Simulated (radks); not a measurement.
# Valence configurations of Nb³⁺

An exercise on one series of results from a longer session: the logs are not shown, and one member is left open.

Program: radks (a radial shooting solver on a logarithmic mesh, Libxc functionals) version 1. Level of theory: Dirac Kohn-Sham, PBE, spin-unpolarised, spherical densities, finite nucleus; open shells are shared between the two j in proportion to 2j + 1. These are calculated values, not measurements, unless marked.

### Starting point

- element: niobium (Z = 41)
- charge: +3
- electrons: 38
- configuration: [Kr] 4d2
- nuclear rms radius: 4.324 fm
- others tried: 4d1.5 5p0.5; 4d1 5p1; 4d1 5s1; 4d0.5 5s0.5 5p1; 5s2

Outer shells as boxes (Hund's rule):

Nb³⁺
```
[Kr] core
4d [↑ ][↑ ][  ][  ][  ]
```

Set-up of the first run:

The run's settings:

```text
Z 41
configuration [Kr] 4d2
relativity Dirac
functional pbe,pbe
spin unpolarised
j_filling average
nucleus finite rms 4.324 fm
c 137.035999084
```

Steps of the session up to this table: [Kr] 4d2.

One table of the session follows, with a row left open; its other results are not shown here.

It belongs to the step «[Kr] 4d2». Sizes of the orbitals, from the radial functions (bohr):

| level | <r> | outermost maximum (interpolated) | 90 % within | nodes |
| --- | --- | --- | --- | --- |
| 3p3/2 | 0.4490 | 0.392 | 0.679 | 1 |
| 3d3/2 | 0.4308 | 0.333 | 0.691 | 0 |
| 3d5/2 | 0.4343 | 0.336 | 0.696 | 0 |
| 4s1/2 | 1.147 | 1.03 | 1.67 | 3 |
| 4p1/2 | 1.254 | 1.10 | 1.85 | 2 |
| 4p3/2 | 1.281 | 1.12 | 1.89 | 2 |
| 4d3/2 | ? | ? | ? | ? |
| 4d5/2 | 1.718 | 1.40 | 2.65 | 1 |

**Question.** Estimate the row for 4d3/2.

**Answer.** <r>: 1.706; outermost maximum (interpolated): 1.39; 90 % within: 2.64; nodes: 1. In the column «<r>» it lies between 4p3/2 (1.281) and 4d5/2 (1.718).
